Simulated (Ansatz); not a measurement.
# k/cubic: the band gap up the ladder of functionals

An exercise on one series of results from a longer session: the logs are not shown, and one member is left open.

Code: Ansatz 0.2.0. PAW datasets, plane waves. The cell comes from a prototype generator: it can be a known phase or a hypothetical one. Spin polarisation is off.

## The structure to begin with

The cell was relaxed beforehand with r2SCAN.

It is orthorhombic, Cmmm (No. 65); conventional cell a = 7.052 Å, b = 9.996 Å, c = 3.543 Å, 10.41 Å³ an atom. Around Hf lie 8 O at 2.17–2.19 Å; around O lie 2 Ti at 2.14 Å and 2 Hf at 2.19 Å and 1 O at 2.40 Å; around O lie 4 Hf at 2.16–2.17 Å; around Hf lie 8 O at 2.16–2.19 Å; around O lie 1 Ti at 2.11 Å and 3 Hf at 2.18–2.19 Å.

The structure in full:

```
CELL_PARAMETERS angstrom
3.52610 -4.99802 0.00000
3.52610 4.99802 0.00000
0.00000 0.00000 3.54265
ATOMIC_POSITIONS crystal
Hf 0.00000 0.00000 0.00000
O 0.38008 0.61992 0.50000
O 0.12580 0.87420 0.50000
Hf 0.50000 0.00000 0.50000
O 0.86664 0.62013 0.00000
O 0.62013 0.86664 0.00000
Hf 0.00000 0.50000 0.50000
O 0.37987 0.13336 0.00000
O 0.13336 0.37987 0.00000
Ti 0.50000 0.50000 0.00000
O 0.87420 0.12580 0.50000
O 0.61992 0.38008 0.50000
```

Set-up of the first run:

File input.yaml:

```yaml
crystal:
  lattice:
    - [3.5260979788, -4.9980217353, 0.0]
    - [3.5260979788, 4.9980217353, 0.0]
    - [0.0, 0.0, 3.542652236]
  atoms:
    - { symbol: Hf, position: [0.0, 0.0, 0.0] }
    - { symbol: O, position: [0.3800762679, 0.6199237321, 0.5] }
    - { symbol: O, position: [0.1258037696, 0.8741962304, 0.5] }
    - { symbol: Hf, position: [0.5, 0.0, 0.5] }
    - { symbol: O, position: [0.8666382536, 0.6201305232, 0.0] }
    - { symbol: O, position: [0.6201305232, 0.8666382536, 0.0] }
    - { symbol: Hf, position: [0.0, 0.5, 0.5] }
    - { symbol: O, position: [0.3798694768, 0.1333617464, 0.0] }
    - { symbol: O, position: [0.1333617464, 0.3798694768, 0.0] }
    - { symbol: Ti, position: [0.5, 0.5, 0.0] }
    - { symbol: O, position: [0.8741962304, 0.1258037696, 0.5] }
    - { symbol: O, position: [0.6199237321, 0.3800762679, 0.5] }
kpoints:
  mp_grid: { grid: [4, 4, 8] }
  band_path:
    path:
      - [[0.0, 0.0, 0.0], [-0.5, 0.5, 0.0], [-0.3744321139477, 0.6255678860523, 0.0]]
      - [[0.3744321139477, 0.3744321139477, 0.0], [0.0, 0.0, 0.0], [0.0, 0.0, 0.5], [0.3744321139477, 0.3744321139477, 0.5]]
      - [[-0.3744321139477, 0.6255678860523, 0.5], [-0.5, 0.5, 0.5], [-0.5, 0.5, 0.0]]
      - [[0.0, 0.0, 0.0], [-7.452234388786e-19, 0.5, 0.0], [-7.452234388786e-19, 0.5, 0.5], [0.0, 0.0, 0.5], [-0.5, 0.5, 0.5]]
    npoints: 10
hamiltonian:
  xc: pbe
scf:
  occupations: { method: fermi_dirac, width: 0.02 }
  n_extra_bands: 7
output:
  forces: true
  stress: true
  eigenvalues: true
```

Steps of the session up to this table: Band structure with PBE; Single point with r2SCAN; HSE06; PBE+SOC; PBE0 at the same geometry.

One table of the session follows, with a row left open; its other results are not shown here.

| level | gap (eV) |
| --- | --- |
| PBE | 1.70 |
| r2SCAN | 2.06 |
| HSE06 | ? |
| PBE+SOC | 1.70 |
| PBE0 | 3.97 |

**Question.** Estimate the row for HSE06.

The run gave: gap (eV): 3.24. In the column «gap (eV)» it lies between r2SCAN (2.06) and PBE0 (3.97).

Meshes: PBE 4×4×8, r2SCAN 4×4×8, HSE06 4×4×4, PBE+SOC 4×4×8, PBE0 4×4×4

In words: PBE+SOC gives the least gap, 1.70 eV, and PBE0 the largest, 3.97 eV. Against HSE06, PBE is short by 1.54 eV, at 53 % of it, and r2SCAN 64 %. PBE0 lies 0.74 eV above HSE06, which differs from it by screening the long-range exchange. The levels disagree on whether the gap is direct.

To keep in mind: Warnings in the runs' records: stress exchange threshold loose, stress scf threshold loose.
